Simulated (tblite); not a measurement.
# C6H10GeOSi: the cost of one run

The runs use tblite 0.8.0 and PySCF 2.14.0, with density-fitted response routines of our own; the level of theory stands in each step. All values are computed, except where a source is named. Atoms count from 0, in the outputs and in this text.

## 1. The starting structure

19 atoms, charge 0, multiplicity 1; geometry from: force field or distance geometry start.

Bonds of the start (Å): C0–C1 1.21, C1–C2 1.46, C2–Ge3 1.95, Ge3–C4 1.93, C4–C5 1.52, C4–Si6 1.87, Si6–C7 1.85, C7–O8 1.21, C7–C2 1.51, C0–H9 1.04, C2–H10 1.10, Ge3–H11 1.56, Ge3–H12 1.55, C4–H13 1.12, C5–H14 1.12, C5–H15 1.10, C5–H16 1.11, Si6–H17 1.46, Si6–H18 1.48.

## 2. Optimising the geometry with GFN2-xTB

Job settings and geometry (Å):

```
{"job": {"kind": "relax", "xc": "GFN2-xTB", "basis": "xTB"}, "charge": 0, "multiplicity": 1}
C      3.716800    -0.216000    -0.427500
C      2.674200     0.052900     0.135000
C      1.437000     0.362700     0.843400
Ge     0.197000    -1.130400     0.675000
C     -1.142700    -0.486300    -0.552800
C     -2.554800    -0.791500    -0.066400
Si    -0.826400     1.353800    -0.667300
C      0.785800     1.572500     0.221700
O      1.297700     2.669200     0.302100
H      4.606900    -0.443900    -0.924000
H      1.631900     0.556200     1.911900
H     -0.455000    -1.418300     2.065100
H      0.899400    -2.398600     0.136800
H     -0.969500    -0.945000    -1.559400
H     -2.725700    -0.330900     0.939100
H     -3.302700    -0.387000    -0.764800
H     -2.689900    -1.886500     0.012800
H     -0.710900     1.766300    -2.066900
H     -1.879300     2.110200     0.038400
```

On the command line:

```
$ OMP_NUM_THREADS=1 python probes_run.py task.json out
```

One launch serves the whole session: the jobs run in the order shown.

**Question.** How long does this first job take on 1 thread of Arm Neoverse V1, shared host, and how much memory does it need?

About 1 s, with a peak of 0.18 GiB.
